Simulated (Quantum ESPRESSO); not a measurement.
Crystal: HPbNO4.

```
H Pb N O
1.0
     4.27531   -0.00040    0.00636
    -2.08399    5.20775   -0.04907
    -2.12377   -1.86574    4.91491
H Pb N O
1 1 1 4
Direct
  0.99073 0.03330 0.90994
  0.50274 0.81989 0.14287
  0.00838 0.47408 0.50265
  0.99816 0.92741 0.02877
  0.19467 0.73435 0.60852
  0.81673 0.35882 0.24556
  0.01381 0.33121 0.65217
```

The cell was built by a generator and needn't be a form met in nature.

Base run:

```yaml
Program: Quantum ESPRESSO 7.5
Functional: LDA
Potentials_or_basis: SG15 PBE 1.2
Cutoff: 1197 eV
Density_cutoff: 4789 eV
k_mesh: 5 × 4 × 4
Occupations: fermi-dirac, width 0.05 eV
Spin: no spin polarisation
```

Its results: band gap on the k mesh 2.93 eV, indirect (least direct gap 3.16 eV); pressure -3.3 GPa; largest force 0.691 eV/Å.

The run is repeated on the same cell with these changes: functional from LDA to r2SCAN. What comes out?

Band gap on the k mesh 3.39 eV, indirect (least direct gap 3.61 eV); pressure -3.0 GPa; largest force 0.424 eV/Å.

r2SCAN gives the wider gap, since meta-GGAs in the generalised Kohn-Sham scheme recover part of the derivative discontinuity.

Caveats: the potentials were made for another functional, which shifts forces and pressure; spin-orbit coupling is left out, which as a rule narrows the gap of such compounds by several tenths of an eV.

A k mesh can miss the band edges.

Not every run made on this cell is shown here.
